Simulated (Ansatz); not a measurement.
Write a Python script for Ansatz 0.2.0 through its Python package that makes a calculation of the elastic constants of I, space group Im-3m. Use (first run): PBEsol, PAW, cutoff 420 eV, 15×15×15 k-points, Methfessel-Paxton smearing of 0.1 eV.

```cif
data_structure
_symmetry_space_group_name_H-M 'P 1'
_symmetry_Int_Tables_number 1
_cell_length_a 3.6189
_cell_length_b 3.6189
_cell_length_c 3.6189
_cell_angle_alpha 109.471
_cell_angle_beta 109.471
_cell_angle_gamma 109.471
_cell_volume 36.48
loop_
_atom_site_label
_atom_site_type_symbol
_atom_site_fract_x
_atom_site_fract_y
_atom_site_fract_z
_atom_site_occupancy
I1 I 0.00000 0.00000 0.00000 1
```

`elastic_i.py`:
```python
'''Stiffness tensor and moduli of I.'''

from dataclasses import replace
import warnings

import ansatz as az
import numpy as np


def main() -> None:
    warnings.simplefilter('ignore', az.DeckWarning)

    system = (
        az.Lattice.bcc(4.178751)
        .space_group(229)
        .atom('I', (0.0, 0.0, 0.0))
        .primitive()
    )

    job = system.calculation()
    job = job.functional('PBEsol').basis(420)
    job = job.occupations('methfessel_paxton', width=0.1)
    job = job.kpoints(15, 15, 15)
    # first bring the cell to zero stress
    rest = job.relax(cell=True).run(threads=1, backend='cpu').lattice
    relaxed = az.Crystal(lattice=az.Lattice.of(rest.cell_ang))
    for site in rest.sites:
        relaxed = relaxed.atom(site.symbol, site.position_frac)
    job = replace(job, crystal=relaxed)
    print('relaxed volume {:.3f} A^3'.format(abs(np.linalg.det(rest.cell_ang))))
    outcome = job.elastic(az.ElasticMode.RELAXED_ION).run(threads=1, backend='cpu')
    elastic = outcome.elastic

    C = np.asarray(elastic.c_gpa)
    for i in range(6):
        for j in range(i, 6):
            if abs(C[i, j]) > 0.05:
                print(f'C{i + 1}{j + 1} = {C[i, j]:.1f} GPa')
    print('smallest eigenvalue of C:', round(elastic.stability.min_eigenvalue_gpa, 1), 'GPa; stable:', elastic.stability.stable)
    # averaged moduli need a positive definite tensor
    if elastic.stability.min_eigenvalue_gpa > 0:
        m = elastic.moduli
        print(f'K = {m.k_hill_gpa:.1f}, G = {m.g_hill_gpa:.1f}, E = {m.youngs_gpa:.1f} GPa, Poisson ratio {m.poisson:.3f}, K/G = {m.k_hill_gpa / m.g_hill_gpa:.2f}')
        S = np.linalg.inv(elastic.c_gpa)
        print('Young modulus along x, y, z (GPa):', np.round(1 / np.diag(S)[:3], 1))
        print('linear compressibility along x, y, z (1/TPa):', np.round(1000 * S[:3, :3].sum(axis=1), 2))


if __name__ == '__main__':
    main()
```

```console
$ python elastic_i.py
relaxed volume 32.594 A^3
C11 = 31.3 GPa
C12 = 34.3 GPa
C13 = 34.3 GPa
C22 = 31.3 GPa
C23 = 34.3 GPa
C33 = 31.3 GPa
C44 = -79.5 GPa
C55 = -79.5 GPa
C66 = -79.5 GPa
smallest eigenvalue of C: -79.5 GPa; stable: False
```

Notes:
- The cell holds an odd number of electrons and is run without spin, so a magnetic state may lie lower.
- This isn't the structure that I takes at ambient conditions.
- Shear constants of a metal converge slowly with the k-point mesh and can be wrong in sign on a coarse one; the constants belong to the cell that was strained.
- Finished in 64 s on 1 thread of Arm Neoverse V2 (shared host), peak memory 0.56 GiB.

(A comment or docstring line of the script was reworded after the run, the code is as it ran; lines on the test bed's own set-up are left out of the output.)
